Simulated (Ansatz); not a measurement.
# Hg2Pd: the cost of one run

Method: DFT PBE, scalar-relativistic, plane waves, PAW, in Ansatz 0.2.0.

## 1. The starting structure

The structure is orthorhombic, space group Pnnm (No. 58). Conventional cell: a = 5.804 Å, b = 5.981 Å, c = 3.907 Å, α = 90.00°, β = 90.00°, γ = 90.00°. Hg (site symmetry m) has 3 Pd at 2.52 to 2.57 Å as nearest neighbours. Around Pd (site symmetry 2/m) lie 6 Hg at 2.52 to 2.57 Å.

Structure file:

```
Hg Pd
1.0
     5.80424    0.00000    0.00000
     0.00000    5.98097    0.00000
     0.00000    0.00000    3.90670
Hg Pd
4 2
Direct
  0.22500 0.82500 0.50000
  0.72500 0.67500 0.00000
  0.77500 0.17500 0.50000
  0.27500 0.32500 0.00000
  0.50000 0.50000 0.50000
  0.00000 0.00000 0.00000
```

(A quick probe on a coarse mesh, which set the mesh and smearing, is not shown.)

## 3. Rough relaxation on the coarse mesh

Input file input.yaml:

```yaml
crystal:
  lattice:
    - [5.8042385776, 0.0, 0.0]
    - [0.0, 5.980970201, 0.0]
    - [0.0, 0.0, 3.9066990426]
  atoms:
    - { symbol: Hg, position: [0.225, 0.825, 0.5] }
    - { symbol: Hg, position: [0.725, 0.675, 0.0] }
    - { symbol: Hg, position: [0.775, 0.175, 0.5] }
    - { symbol: Hg, position: [0.275, 0.325, 0.0] }
    - { symbol: Pd, position: [0.5, 0.5, 0.5] }
    - { symbol: Pd, position: [0.0, 0.0, 0.0] }
basis:
  ecutwfc: 420
kpoints:
  mp_grid: { grid: [4, 4, 4] }
hamiltonian:
  xc: pbe
scf:
  occupations: { method: gaussian, width: 0.1 }
  lower_state_search: "off"
output:
  forces: true
  stress: true
  eigenvalues: true
relax:
  adjacent_minimum: "off"
  f_tol: 0.04
  max_steps: 70
  cell: { stress_tol: 0.4 }
```

Command:

```sh
$ ansatz run input.yaml --threads 1 --pin off --max-ram 2560MiB --backend cpu --events-out ev --progress --plain --runs-dir out
```

What time and memory should one allow on 1 thread of Arm Neoverse V1, shared host?

About 4 min, with a peak of 0.54 GiB.
